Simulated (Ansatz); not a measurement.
## C5H8Ge, SMILES C[C]1=CC=[CH][GeH2]1: a single point in a Gaussian basis, step by step

Computed with Ansatz's Python interface.

The cells in order, each with its output:

```python
from pathlib import Path

import ansatz as az

BASIS = "def2-SVP"
XC = "pbe0"
```

```python
GEOMETRY = """
C     2.06990   -0.20420    0.06700
C     0.57940   -0.14220    0.00350
C    -0.19800   -1.19710   -0.22490
C    -1.64120   -0.91100   -0.24580
C    -1.97190    0.35850   -0.03440
Ge   -0.43670    1.45010    0.23860
H     2.48650    0.80450    0.26900
H     2.47190   -0.57180   -0.90030
H     2.38270   -0.89170    0.88070
H     0.19790   -2.19210   -0.38380
H    -2.38290   -1.67890   -0.42090
H    -2.99270    0.71630   -0.02130
H    -0.21740    2.46320   -0.91330
H    -0.34760    1.99640    1.68600
"""
```

```python
c5h8ge = az.Crystal.molecule()
for line in GEOMETRY.strip().splitlines():
    symbol, *xyz = line.split()
    c5h8ge = c5h8ge.atom(symbol, [float(v) for v in xyz])
```

```python
setup = c5h8ge.calculation().basis(gaussian=BASIS).functional(XC).orbitals()
out = setup.run(runs_dir="out")
report = out.report
```

    

```python
report["published_state_doubts"]
```

    []

```python
sorted(key for key in report if key.endswith("_ev"))
```

    ['free_energy_ev', 'reference_energy_ev']

```python
report["converged"], report["free_energy_ev"]
```

    (True, -61807.669222345736)

```python
for key in ("converged", "free_energy_ev", "reference_energy_ev", "n_frozen", "n_occupied", "n_virtual"):
    print(f"{key:22s} {report[key]}")
```

    converged              True
    free_energy_ev         -61807.669222345736
    reference_energy_ev    -61807.669222345736
    n_frozen               0
    n_occupied             [35, 35]
    n_virtual              [107, 107]

```python
field = report["mean_field"]
print("<S^2> =", round(abs(field["state"]["spin_squared"]), 4), " all-electron relativity setting:", field["relativity"])
print("passes:", field["passes"])
if "symmetry" in field:
    print("occupied orbitals by irrep:", field["symmetry"]["occupied"])
```

    <S^2> = 0.0  all-electron relativity setting: none
    passes: {'evaluations': 15, 'products': 13}
    occupied orbitals by irrep: [{'A': 35}, {'A': 35}]

```python
lines = Path(report["orbitals_path"]).read_text().splitlines()
field_of = lambda key: [line.split("=")[1].strip() for line in lines if line.startswith(key)]
orbitals = [(27.211386 * float(e), s, float(n)) for e, s, n in zip(field_of("Ene="), field_of("Spin="), field_of("Occup="))]
homo = max(e for e, _, n in orbitals if n > 0.5)
lumo = min(e for e, _, n in orbitals if n < 0.5)
for e, spin, n in sorted(orbitals):
    if homo - 6 < e < lumo + 5:
        print(f"{spin:6s} {e:10.3f} eV  occupation {n:.0f}")
```

    Alpha     -11.705 eV  occupation 2
    Alpha     -11.569 eV  occupation 2
    Alpha     -11.050 eV  occupation 2
    Alpha     -10.208 eV  occupation 2
    Alpha     -10.143 eV  occupation 2
    Alpha      -8.801 eV  occupation 2
    Alpha      -8.734 eV  occupation 2
    Alpha      -8.003 eV  occupation 2
    Alpha      -6.284 eV  occupation 2
    Alpha      -1.100 eV  occupation 0
    Alpha       1.024 eV  occupation 0
    Alpha       1.398 eV  occupation 0
    Alpha       2.029 eV  occupation 0
    Alpha       2.413 eV  occupation 0
    Alpha       2.703 eV  occupation 0
    Alpha       3.354 eV  occupation 0

Caveats:
- Total energies depend on the basis set; only differences at equal settings carry meaning.
- The geometry is a force-field or estimated start, not a minimum of this method, and the basis set is short of its limit.
- Alpha marks a spatial orbital of a restricted run, filled by both spins.
- Levels such as HOMO and LUMO are orbital energies: with these approximate functionals they aren't the ionisation energy and electron affinity, and their gap isn't the fundamental gap.
- Wall time of the script: 2.7 s on 1 thread of AMD EPYC 9R45 (Zen 5) (shared host), peak memory 0.49 GiB.

(Lines on the test bed's own set-up are left out of the output.)
